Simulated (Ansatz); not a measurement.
# C4H9Cl2GaO: vertical ionisation energy

Aim: the vertical ionisation energy of C4H9Cl2GaO, as cation minus neutral at the neutral's geometry, on several levels, and how well −ε(HOMO) stands in for it.

Computed with Ansatz 0.2.0, Gaussian basis. Level: unrestricted cation, the program's frozen cores in correlated methods.

The runs, in order: UKS PBE-D4/def2-TZVPP; UKS r2SCAN-D4/def2-TZVPP; UKS PBE0-D4/def2-TZVPP; UKS B3LYP-D4/def2-TZVPP; UKS wB97X-V/def2-TZVPP; UKS wB97M-V/def2-TZVPP; UKS B2PLYP/def2-TZVPP; UHF-CCSD(T)/def2-TZVPP; UHF-MP2/def2-QZVPP; extrapolation to the limit; then −ε(HOMO) from the neutral's earlier runs with LDA (SPW92), PBE-D4, revPBE-D4, BLYP-D4, r2SCAN-D4, B97M-V, PBE0-D4, B3LYP-D4, r2SCANh-D4, r2SCAN0-D4, HSE06-D4, BHLYP-D4, CAM-B3LYP-D4, LC-ωPBE, ωB97X-V, ωB97M-V.

### 1 The geometry

The geometry comes from an earlier relaxation with PBE0-D4 in a triple-zeta def2 set; it is a stationary point, not always the lowest conformer.

SMILES `CC(C)(C)[O][Ga]([Cl])[Cl]`, 17 atoms, charge 0, spin multiplicity 1.

Atoms are counted from 1 here; the program's logs count them from 0.

Bond lengths: C1–C2 1.521 Å, C1–H9 1.093 Å, C1–H10 1.092 Å, C1–H11 1.092 Å, C2–C3 1.521 Å, C2–C4 1.520 Å, C2–O5 1.431 Å, C3–H12 1.092 Å, C3–H13 1.092 Å, C3–H14 1.093 Å, C4–H15 1.091 Å, C4–H16 1.091 Å, C4–H17 1.092 Å, O5–Ga6 1.756 Å, Ga6–Cl7 2.116 Å, Ga6–Cl8 2.128 Å. Angles: C2–C1–H9 111.0°, C2–C1–H10 110.9°, C2–C1–H11 110.1°, H9–C1–H10 107.7°, H9–C1–H11 108.8°, H10–C1–H11 108.3°, C1–C2–C3 111.0°, C1–C2–C4 110.5°, C1–C2–O5 109.8°, C3–C2–C4 110.5°, C3–C2–O5 109.8°, C4–C2–O5 105.1°, C2–C3–H12 110.1°, C2–C3–H13 110.9°, C2–C3–H14 111.0°, H12–C3–H13 108.3°, H12–C3–H14 108.8°, H13–C3–H14 107.7° and more.

### 2 Cation, UKS PBE-D4/def2-TZVPP

Input file in.yaml:

```yaml
crystal:
  periodic: [false, false, false]
  atoms:
    - {symbol: C, position_ang: [-0.515186, -1.402427, -0.114398]}
    - {symbol: C, position_ang: [0.152136, -0.110442, 0.332397]}
    - {symbol: C, position_ang: [1.406860, 0.164405, -0.482733]}
    - {symbol: C, position_ang: [0.482182, -0.166582, 1.815569]}
    - {symbol: O, position_ang: [-0.763614, 0.981009, 0.196280]}
    - {symbol: Ga, position_ang: [-1.519701, 1.570030, -1.275462]}
    - {symbol: Cl, position_ang: [-2.817719, 3.227378, -1.063149]}
    - {symbol: Cl, position_ang: [-1.242447, 0.765894, -3.226483]}
    - {symbol: H, position_ang: [-0.755126, -1.371141, -1.180775]}
    - {symbol: H, position_ang: [0.143147, -2.257978, 0.052472]}
    - {symbol: H, position_ang: [-1.436554, -1.564413, 0.449372]}
    - {symbol: H, position_ang: [1.851242, 1.115222, -0.180255]}
    - {symbol: H, position_ang: [2.148613, -0.623266, -0.332526]}
    - {symbol: H, position_ang: [1.178506, 0.205790, -1.551319]}
    - {symbol: H, position_ang: [0.929910, 0.775197, 2.137994]}
    - {symbol: H, position_ang: [-0.426084, -0.331642, 2.397946]}
    - {symbol: H, position_ang: [1.183835, -0.977024, 2.025070]}
basis:
  gaussian: {orbitals: def2-TZVPP}
total_charge: 1
magnetization: {spin_polarized: true, initial_magnetization: 1}
hamiltonian: {xc: pbe, dispersion: d4}
```

Launch:

```bash
> ansatz run in.yaml --threads 4 --pin off --events-out ev --progress --plain --max-ram 66560MiB --backend cuda --devices 0, --max-vram 37GiB
```

The program printed:

```text
Functional definition: PBE
  name "PBE"
  cite "Perdew, Burke & Ernzerhof, Phys. Rev. Lett. 77, 3865 (1996) doi:10.1103/PhysRevLett.77.3865"
  parent pbe
  parameter kappa = 0.804
  parameter beta = 0.06672455060314922
  exchange = pbe_x(kappa = kappa, mu = beta*pi^2/3)
  correlation = pbe_c(beta = beta)
2358 factors; their error is unknown
mean field evaluation 1: about -83701.2088 eV, gradient 8.8e1 eV
mean field evaluation 2: about -83190.2805 eV, gradient 2.8e2 eV
mean field evaluation 4: about -83716.6005 eV, gradient 6.6e1 eV
mean field evaluation 8: about -83735.5326 eV, gradient 1.2e1 eV
mean field evaluation 16: about -83736.2089 eV, gradient 5.7e0 eV
mean field evaluation 32: about -83736.5545 eV, gradient 1.7e-4 eV
mean field evaluation 64: about -83736.0958 eV, gradient 6.5e0 eV
mean field evaluation 96: about -83736.5238 eV, gradient 1.9e0 eV
mean field -83736.55447280 eV, -3077.2616182002 hartree, gradient 1.9e-6 eV, S^2 0.752175; 10 other end points of the search recorded, 0 dependent functions left out
reference -83736.55452380 eV, -3077.2616200744 hartree; 53, 52 occupied and 360, 361 virtual orbitals, 2358 factors
Total energy: -83737.03174437 eV, -3077.2791576069 hartree
```

Wall time 32 s (1 × H100 (card shared with other runs) with 4 threads, shared host).

Less the neutral's -83746.7361 eV (earlier run), this gives 9.704 eV. ⟨S²⟩ = 0.752.

### 3 Cation, UKS r2SCAN-D4/def2-TZVPP

in.yaml: that of step 2 with these lines changed.

```diff
@@ -24,2 +24,2 @@
 magnetization: {spin_polarized: true, initial_magnetization: 1}
-hamiltonian: {xc: pbe, dispersion: d4}
+hamiltonian: {xc: r2scan, dispersion: d4}
```

Launched as before.

The program printed, cut to the lines that bear on the results:

```text
Functional definition: r2SCAN
  name "r2SCAN"
  cite "Furness, Kaplan, Ning, Perdew & Sun, J. Phys. Chem. Lett. 11, 8208 (2020) doi:10.1021/acs.jpclett.0c02405"
  cite "Furness, Kaplan, Ning, Perdew & Sun, J. Phys. Chem. Lett. 11, 9248 (2020) doi:10.1021/acs.jpclett.0c03077"
  parent r2scan
[...]
2358 factors; their error is unknown
[...]
mean field -83757.39611960 eV, -3078.0275345932 hartree, gradient 7.6e-6 eV, S^2 0.755015; 10 other end points of the search recorded, 0 dependent functions left out
reference -83757.39613679 eV, -3078.0275352248 hartree; 53, 52 occupied and 360, 361 virtual orbitals, 2358 factors
Total energy: -83757.52256184 eV, -3078.0321812596 hartree
```

Wall time 41 s (1 × H100 (card shared with other runs) with 4 threads, shared host).

The neutral molecule at this level: -83767.4162 eV. Difference: 9.894 eV. ⟨S²⟩ = 0.755.

### 4 Cation, UKS PBE0-D4/def2-TZVPP

in.yaml: that of step 3 with these lines changed.

```diff
@@ -24,2 +24,2 @@
 magnetization: {spin_polarized: true, initial_magnetization: 1}
-hamiltonian: {xc: r2scan, dispersion: d4}
+hamiltonian: {xc: pbe0, dispersion: d4}
```

The command is unchanged.

The program printed, cut to the lines that bear on the results:

```text
Functional definition: PBE0
  name "PBE0"
  cite "Adamo & Barone, J. Chem. Phys. 110, 6158 (1999) doi:10.1063/1.478522"
  cite "Perdew, Burke & Ernzerhof, Phys. Rev. Lett. 77, 3865 (1996) doi:10.1103/PhysRevLett.77.3865"
  parent pbe
[...]
2465 factors; their error is unknown
[...]
mean field -83740.04743473 eV, -3077.3899821834 hartree, gradient 8.5e-6 eV, S^2 0.756323; 9 other end points of the search recorded, 0 dependent functions left out
reference -83740.04747259 eV, -3077.3899835748 hartree; 53, 52 occupied and 360, 361 virtual orbitals, 2465 factors
Total energy: -83740.45908294 eV, -3077.4051099762 hartree
```

It took 29 s on 1 × H100 (card shared with other runs) with 4 threads, shared host.

The neutral molecule at this level: -83750.5904 eV. Difference: 10.131 eV. ⟨S²⟩ = 0.756.

### 5 Cation, UKS B3LYP-D4/def2-TZVPP

in.yaml: that of step 4 with these lines changed.

```diff
@@ -24,2 +24,2 @@
 magnetization: {spin_polarized: true, initial_magnetization: 1}
-hamiltonian: {xc: pbe0, dispersion: d4}
+hamiltonian: {xc: {name: B3LYP}, dispersion: d4}
```

The command is unchanged.

The program printed, cut to the lines that bear on the results:

```text
Functional definition: B3LYP
  name "B3LYP"
  cite "Stephens, Devlin, Chabalowski & Frisch, J. Phys. Chem. 98, 11623 (1994) doi:10.1021/j100096a001"
  cite "Becke, Phys. Rev. A 38, 3098 (1988) doi:10.1103/PhysRevA.38.3098"
  cite "Lee, Yang & Parr, Phys. Rev. B 37, 785 (1988) doi:10.1103/PhysRevB.37.785"
  cite "Vosko, Wilk & Nusair, Can. J. Phys. 58, 1200 (1980) doi:10.1139/p80-159"
[...]
2431 factors; their error is unknown
[...]
mean field -83764.87138998 eV, -3078.3022457126 hartree, gradient 8.1e-6 eV, S^2 0.755722; 10 other end points of the search recorded, 0 dependent functions left out
reference -83764.87172982 eV, -3078.3022582016 hartree; 53, 52 occupied and 360, 361 virtual orbitals, 2431 factors
Total energy: -83765.63532323 eV, -3078.3303197418 hartree
```

Run time: 33 s. Hardware: 1 × H100 (card shared with other runs) with 4 threads, shared host.

Less the neutral's -83775.7898 eV (earlier run), this gives 10.155 eV. ⟨S²⟩ = 0.756.

### 6 Cation, UKS wB97X-V/def2-TZVPP

in.yaml: that of step 5 with these lines changed.

```diff
@@ -24,2 +24,2 @@
 magnetization: {spin_polarized: true, initial_magnetization: 1}
-hamiltonian: {xc: {name: B3LYP}, dispersion: d4}
+hamiltonian: {xc: {name: wB97X-V}}
```

Launched as before.

The program printed, cut to the lines that bear on the results:

```text
Functional definition: wB97X-V
  name "wB97X-V"
  cite "Mardirossian & Head-Gordon, Phys. Chem. Chem. Phys. 16, 9904 (2014) doi:10.1039/C3CP54374A"
  cite "Becke, J. Chem. Phys. 107, 8554 (1997) doi:10.1063/1.475007"
  cite "Vydrov & Van Voorhis, J. Chem. Phys. 133, 244103 (2010) doi:10.1063/1.3521275"
[...]
      + integral(e_c_pw_opposite_spin*poly(b97_u_opposite, cos0, cos1)) + vv10(b, c)
2425 factors; their error is unknown
530 factors; integrals over basis functions are off by at most 1.5e-5 eV
[...]
mean field -83752.16928618 eV, -3077.8354520080 hartree, gradient 1.2e-5 eV, S^2 0.755469; 2 other end points of the search recorded, 0 dependent functions left out
reference -83752.16928371 eV, -3077.8354519171 hartree; 53, 52 occupied and 360, 361 virtual orbitals, 2425 factors
Total energy: -83752.16928371 eV, -3077.8354519171 hartree
```

It took 22 s on 1 × H100 (card shared with other runs) with 4 threads, shared host.

Less the neutral's -83762.5241 eV (earlier run), this gives 10.355 eV. ⟨S²⟩ = 0.755.

### 7 Cation, UKS wB97M-V/def2-TZVPP

in.yaml: that of step 6 with these lines changed.

```diff
@@ -24,2 +24,2 @@
 magnetization: {spin_polarized: true, initial_magnetization: 1}
-hamiltonian: {xc: {name: wB97X-V}}
+hamiltonian: {xc: {name: wB97M-V}}
```

Same command.

The program printed, cut to the lines that bear on the results:

```text
Functional definition: wB97M-V
  name "wB97M-V"
  cite "Mardirossian & Head-Gordon, J. Chem. Phys. 144, 214110 (2016) doi:10.1063/1.4952647"
  cite "Becke, J. Chem. Phys. 107, 8554 (1997) doi:10.1063/1.475007"
  cite "Vydrov & Van Voorhis, J. Chem. Phys. 133, 244103 (2010) doi:10.1063/1.3521275"
  # Of w^i u^j: cxij and so on, Table III.
[...]
  gx(w, u) = 1 - cx + cx01*u + cx10*w
  gss(w, u) = css00 + css04*u^4 + css10*w + css20*w^2 + css43*w^4*u^3
  gos(w, u) = cos00 + cos10*w + (cos20 + cos21*u)*w^2 + (cos60 + cos61*u)*w^6
[...]
      + integral(e_c_pw_mod_opposite_spin*gos(b97_w_opposite, b97_u_opposite)) + vv10(b, c)
2425 factors; their error is unknown
530 factors; integrals over basis functions are off by at most 1.5e-5 eV
[...]
mean field -83755.52930882 eV, -3077.9589305623 hartree, gradient 4.3e-6 eV, S^2 0.754988; 2 other end points of the search recorded, 0 dependent functions left out
reference -83755.52936845 eV, -3077.9589327536 hartree; 53, 52 occupied and 360, 361 virtual orbitals, 2425 factors
Total energy: -83755.52936845 eV, -3077.9589327536 hartree
```

Run time: 24 s. Hardware: 1 × H100 (card shared with other runs) with 4 threads, shared host.

The neutral molecule at this level: -83765.8586 eV. Difference: 10.329 eV. ⟨S²⟩ = 0.755.

### 8 Cation, UKS B2PLYP (frozen core)/def2-TZVPP

in.yaml: that of step 7 with these lines changed.

```diff
@@ -24,2 +24,2 @@
 magnetization: {spin_polarized: true, initial_magnetization: 1}
-hamiltonian: {xc: {name: wB97M-V}}
+hamiltonian: {xc: {name: B2PLYP}}
```

Launched as before.

The program printed, cut to the lines that bear on the results:

```text
Functional definition: B2PLYP
  name "B2PLYP"
  cite "Grimme, J. Chem. Phys. 124, 034108 (2006) doi:10.1063/1.2148954"
  cite "Becke, Phys. Rev. A 38, 3098 (1988) doi:10.1103/PhysRevA.38.3098"
  cite "Lee, Yang & Parr, Phys. Rev. B 37, 785 (1988) doi:10.1103/PhysRevB.37.785"
[...]
2468 factors; integrals over basis functions are off by at most 1.1e-3 eV
[...]
mean field -83726.77463353 eV, -3076.9022157361 hartree, gradient 2.6e-6 eV, S^2 0.759545; 3 other end points of the search recorded, 0 dependent functions left out
24 core orbitals not correlated: weight in the atoms' cores, before any rotation towards them, 1.000 or more for the frozen orbitals, at most 0.000 for the correlated occupied ones
reference -83726.77484894 eV, -3076.9022236524 hartree; 29, 28 occupied and 360, 361 virtual orbitals, 2468 factors
second order -49.30016082 eV of doubles, -0.00000000 eV of singles
Total energy: -83740.08589237 eV, -3077.3913954756 hartree
```

It took 25 s on 1 × H100 (card shared with other runs) with 4 threads, shared host; peak host memory 2 GiB.

Less the neutral's -83750.4213 eV (earlier run), this gives 10.335 eV. ⟨S²⟩ = 0.760.

### 9 Cation, UHF-CCSD(T)/def2-TZVPP

in.yaml: that of step 8 with these lines changed.

```diff
@@ -24,2 +24,3 @@
 magnetization: {spin_polarized: true, initial_magnetization: 1}
-hamiltonian: {xc: {name: B2PLYP}}
+correlation: {method: ccsd_t}
+scf: {omitted_lower_state_checks: [cluster_reference]}
```

The command is unchanged.

The program printed, cut to the lines that bear on the results:

```text
Functional definition: HF
  name "HF"
  cite "Fock, Z. Phys. 61, 126 (1930) doi:10.1007/BF01340294"
  parent pbe
[...]
2468 factors; integrals over basis functions are off by at most 1.1e-3 eV
[...]
mean field -83641.26281898 eV, -3073.7597145132 hartree, gradient 2.1e-6 eV, S^2 0.761555; 15 other end points of the search recorded, 0 dependent functions left out
24 core orbitals not correlated: weight in the atoms' cores, before any rotation towards them, 1.000 or more for the frozen orbitals, at most 0.000 for the correlated occupied ones
reference -83641.26281898 eV, -3073.7597145132 hartree; 29, 28 occupied and 360, 361 virtual orbitals, 2468 factors
second order -39.90424750 eV of doubles, -0.00000000 eV of singles
cycle   1  -40.84999885 eV  change   -9.5e-1 eV  update   1.5e-1
[...]
cycle  16  -42.22600516 eV  change   -1.4e-5 eV  update   3.7e-5
perturbative correction -1.80246816 eV, -0.0662394832 hartree
Total energy: -83685.29129230 eV, -3075.3777310642 hartree
Checks for a lower state left out: cluster_reference
```

Wall time 10 min (1 × H100 (card shared with other runs) with 4 threads, shared host); peak host memory 2 GiB.

Less the neutral's -83695.7210 eV (earlier run), this gives 10.430 eV. ⟨S²⟩ = 0.762. T1 = 0.028 (report).

### 10 Cation, UHF-MP2/def2-QZVPP

in.yaml: that of step 9 with these lines changed.

```diff
@@ -21,6 +21,6 @@
 basis:
-  gaussian: {orbitals: def2-TZVPP}
+  gaussian: {orbitals: "def2-QZVPP.json"}
 total_charge: 1
 magnetization: {spin_polarized: true, initial_magnetization: 1}
-correlation: {method: ccsd_t}
+correlation: {method: mp2}
 scf: {omitted_lower_state_checks: [cluster_reference]}
```

Same command.

The program printed, cut to the lines that bear on the results:

```text
Functional definition: HF
  name "HF"
  cite "Fock, Z. Phys. 61, 126 (1930) doi:10.1007/BF01340294"
  parent pbe
[...]
4727 factors; integrals over basis functions are off by at most 9.5e-4 eV
[...]
mean field -83643.34317191 eV, -3073.8361660733 hartree, gradient 2.0e-6 eV, S^2 0.761659; 15 other end points of the search recorded, 0 dependent functions left out
24 core orbitals not correlated: weight in the atoms' cores, before any rotation towards them, 1.000 or more for the frozen orbitals, at most 0.000 for the correlated occupied ones
reference -83643.34317191 eV, -3073.8361660733 hartree; 29, 28 occupied and 731, 732 virtual orbitals, 4727 factors
second order -49.27751792 eV of doubles, -0.00000000 eV of singles
Total energy: -83692.62068983 eV, -3075.6470814554 hartree
Checks for a lower state left out: cluster_reference
```

Run time: 69 s. Hardware: 1 × H100 (card shared with other runs) with 4 threads, shared host; peak host memory 1.6 GiB.

The neutral molecule at this level: -83703.7097 eV. Difference: 11.089 eV. ⟨S²⟩ = 0.762.

### 11 From triple and quadruple zeta to the limit

No new run: Hartree-Fock is extrapolated as exp(−7.88√X) and correlation as X^−2.97, with X = 3 and 4; only MP2 was run in the larger set, so CCSD(T) minus MP2 is added from the smaller one.

| level | energy at the limit (eV) |
| --- | --- |
| HF | -83643.6297 |
| MP2 | -83699.8504 |
| CCSD | -83702.1722 |
| CCSD(T) | -83703.9746 |

This is no true limit for total energies: MP2 correlation changes by a factor of 1.23 from triple to quadruple zeta (about 1.07 in light molecules), because outer-core shells are correlated in sets not made for them. Much of that cancels between molecule and atoms or ions.

The neutral's limit, from its own earlier runs, is -83714.5889 eV in the additive form (MP2 limit plus CCSD(T) minus MP2 in triple zeta), in which the cation has -83703.9746 eV.

### 12 Ionisation energies side by side

Differences are taken before rounding.

```csv
method,ionisation energy (eV),from CCSD(T)/CBS (eV),time
PBE-D4,9.70,-0.91,44 s
r2SCAN-D4,9.89,-0.72,52 s
PBE0-D4,10.13,-0.48,36 s
B3LYP-D4,10.15,-0.46,45 s
ωB97X-V,10.35,-0.26,32 s
ωB97M-V,10.33,-0.29,38 s
B2PLYP,10.34,-0.28,36 s
HF/def2-TZVPP,9.19,-1.42,
MP2/def2-TZVPP,10.99,+0.37,
CCSD/def2-TZVPP,10.40,-0.21,
CCSD(T)/def2-TZVPP,10.43,-0.18,11 min
CCSD(T)/CBS,10.61,0,12 min
```

Among the levels timed on like hardware and quicker than the yardstick, those that no quicker one beats, quickest first: ωB97X-V (32 s, -0.26 eV); CCSD(T)/def2-TZVPP (11 min, -0.18 eV).

Times add the cation's run and the neutral's; HF, MP2 and CCSD come out of the CCSD(T) runs.

For comparison, −ε(HOMO) of the neutral from earlier runs:

```csv
functional,−ε(HOMO) (eV),by energy difference (eV)
LDA (SPW92),7.10,
PBE-D4,6.90,9.70
revPBE-D4,6.82,
BLYP-D4,6.79,
r2SCAN-D4,7.21,9.89
B97M-V,7.34,
PBE0-D4,8.38,10.13
B3LYP-D4,8.14,10.15
r2SCANh-D4,7.76,
r2SCAN0-D4,8.60,
HSE06-D4,7.97,
BHLYP-D4,9.80,
CAM-B3LYP-D4,9.82,
LC-ωPBE,11.16,
ωB97X-V,10.83,10.35
ωB97M-V,10.75,10.33
```

### 13 Summary of results

| quantity | value |
| --- | --- |
| ionisation energy, CCSD(T)/CBS | 10.61 eV |
| nearest functional by difference | ωB97X-V (-0.26 eV) |
| nearest −ε(HOMO) | ωB97M-V (+0.13 eV) |
| −ε(HOMO) of PBE | 6.90 eV |
| T1 of the cation | 0.028 |

In words: By cation minus neutral, the functionals miss by 0.91 eV at most. −ε(HOMO) of PBE misses by 3.7 eV, since self-interaction lifts the level. Among orbital estimates ωB97M-V comes nearest. Hartree-Fock falls 1.42 eV short, as the neutral has more correlation energy than the cation. The cation may have settled in a state other than its lowest; no search over hole states beyond the program's own was made. Correlated methods include outer-core shells of Ga, which these sets cover unevenly. With outer-core shells in play the reference is unsure by up to some tenths of an eV, so close misses can't be ranked.

For cost: CCSD(T)/def2-TZVPP gets within 0.18 eV in 11 min, where CCSD(T)/CBS took 12 min; the quickest level in the cost chart, ωB97X-V, takes 32 s and misses by 0.26 eV.
